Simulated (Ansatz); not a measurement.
**C₂H₄ClI: up Jacob's ladder to CCSD(T)**

An exercise on one series of results from a longer session: the logs are not shown, and one member is left open.

Program: Ansatz 0.2.0, Gaussian basis. Level of theory: functionals in def2-TZVPP, the program's frozen cores in correlated methods. These are calculated values, not measurements.

The runs, in order: LDA (SPW92), PBE-D4, revPBE-D4, BLYP-D4, r2SCAN-D4, B97M-V, PBE0-D4, B3LYP-D4, r2SCANh-D4, r2SCAN0-D4, HSE06-D4, BHLYP-D4, CAM-B3LYP-D4, LC-ωPBE, ωB97X-V, ωB97M-V, B2PLYP, PBE-QIDH; CCSD(T)/def2-SVP; CCSD(T)/def2-TZVPP; MP2/def2-QZVPP; extrapolation to the limit; RPA on PBE.

1 further run of the same task is left out (for a known fault of the program). Runs told in other sessions of the task aren't counted.

### The relaxed structure

All runs share one geometry, relaxed beforehand with PBE0-D4 in a triple-zeta def2 set. I takes the def2 core potential; no spin-orbit term is included.

SMILES `ClCCI`, 8 atoms, charge 0, spin multiplicity 1.

Atoms are counted from 1 here; the program's logs count them from 0.

Bond lengths: Cl1–C2 1.776 Å, C2–C3 1.503 Å, C2–H5 1.089 Å, C2–H6 1.092 Å, C3–I4 2.138 Å, C3–H7 1.088 Å, C3–H8 1.089 Å. Angles: Cl1–C2–C3 112.8°, Cl1–C2–H5 107.3°, Cl1–C2–H6 106.5°, C3–C2–H5 111.9°, C3–C2–H6 109.1°, H5–C2–H6 109.0°, C2–C3–I4 113.4°, C2–C3–H7 111.9°, C2–C3–H8 110.0°, I4–C3–H7 106.1°, I4–C3–H8 105.4°, H7–C3–H8 109.7°.

The first run:

in.yaml

```yaml
crystal:
  periodic: [false, false, false]
  atoms:
    - {symbol: Cl, position_ang: [-1.741618, 1.038420, 0.521662]}
    - {symbol: C, position_ang: [-0.012172, 0.740933, 0.247038]}
    - {symbol: C, position_ang: [0.289345, -0.699098, -0.058190]}
    - {symbol: I, position_ang: [-0.486392, -1.347397, -1.942535]}
    - {symbol: H, position_ang: [0.307013, 1.401398, -0.557943]}
    - {symbol: H, position_ang: [0.502515, 1.027561, 1.166918]}
    - {symbol: H, position_ang: [-0.133094, -1.368722, 0.687474]}
    - {symbol: H, position_ang: [1.366502, -0.850095, -0.120323]}
basis:
  gaussian: {orbitals: def2-TZVPP}
hamiltonian: {xc: lda}
output: {orbitals: {seedname: orbitals}}
```

Command:

```sh
$ ansatz run in.yaml --threads 4 --pin off --events-out ev --progress --plain --max-ram 10444MiB
```

Steps of the session up to this table: LDA; PBE-D4 (GGA); revPBE-D4 (GGA); BLYP-D4 (GGA); r2SCAN-D4 (meta-GGA); B97M-V (meta-GGA); B3LYP-D4 (hybrid); r2SCANh-D4 (hybrid); r2SCAN0-D4 (hybrid); HSE06-D4 (hybrid); BHLYP-D4 (hybrid); CAM-B3LYP-D4 (range-separated); LC-ωPBE (range-separated); ωB97X-V (range-separated); ωB97M-V (range-separated); B2PLYP (double hybrid); PBE-QIDH (double hybrid).

One table of the session follows, with a row left open; its other results are not shown here.

It belongs to the step «Orbital energies across the functionals». 

```
  functional  HOMO (eV)  gap (eV)
 LDA (SPW92)      -6.35      4.29
      PBE-D4      -6.20      4.34
   revPBE-D4      -6.15      4.37
     BLYP-D4      -6.02      4.27
   r2SCAN-D4      -6.48      4.83
      B97M-V      -6.50      4.90
     PBE0-D4      -7.36      6.42
    B3LYP-D4      -7.11      5.92
  r2SCANh-D4      -6.91      5.59
  r2SCAN0-D4      -7.54      6.72
    HSE06-D4          ?         ?
    BHLYP-D4      -8.34      8.36
CAM-B3LYP-D4      -8.63      8.74
     LC-ωPBE     -10.00     11.30
     ωB97X-V      -9.66     10.82
     ωB97M-V      -9.53     10.53
```

**Question.** Estimate the row for HSE06-D4.

**Answer.** HOMO (eV): -6.97; gap (eV): 5.64. In the column «HOMO (eV)» it lies between B3LYP-D4 (-7.11) and r2SCANh-D4 (-6.91).
